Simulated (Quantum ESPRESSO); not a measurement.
ReS2, 3 atoms in the cell. The structure is cubic, space group Fm-3m (No. 225). The conventional cell has a = 5.944 Å, b = 5.944 Å, c = 5.944 Å, α = 90.00°, β = 90.00°, γ = 90.00°. Re (site symmetry m-3m) is surrounded by 8 S at 2.57 Å. S (site symmetry -43m) has 4 Re at 2.57 Å as nearest neighbours. Measurements of this composition are mostly on another form, of space group No. 2.

- Program: Quantum ESPRESSO 7.5
- Task: single point
- Functional: PBEsol
- Potentials or basis: PseudoDojo 0.4.1 SR PBEsol standard
- Cutoff: 980 eV
- Density cutoff: 3918 eV
- k mesh: 6 × 6 × 6
- Occupations: gaussian, width 0.05 eV
- Spin: no spin polarisation
- Hubbard terms: Re d U = 3 eV
- Hubbard projectors: ortho-atomic
- Double: 3
- Start of the occupations: atomic
- Moments locked: none
- Magnetic state asked for: nm
- Formal shell electrons: 1 d3
- SCF threshold: 1.2e-07 Ry
- Most SCF iterations: 100
- Mixing ndim: 20
- Mixing beta: 0.7

Potentials or basis: PseudoDojo 0.4.1 SR PBEsol standard.

Launch:

```console
$ OMP_NUM_THREADS=1 mpirun -n 2 pw.x -nk 2 -in pw.in > pw.out
$ OMP_NUM_THREADS=1 mpirun -n 1 pp.x -in pp_density.in > pp_density.out
$ OMP_NUM_THREADS=1 mpirun -n 1 pp.x -in pp_potential.in > pp_potential.out
$ OMP_NUM_THREADS=1 mpirun -n 1 pp.x -in pp_elf.in > pp_elf.out
```

Hardware: 2 MPI ranks on Arm Neoverse V1, with other jobs on the host.

Question: Estimate the wall time of this run.

Answer: Run time: 18 s on 2 MPI ranks on Arm Neoverse V1, on a shared host, peak memory 0.18 GiB a rank. Counts: scf iterations 7, k pools 2, bands 24, k points 16, g dense 29363.
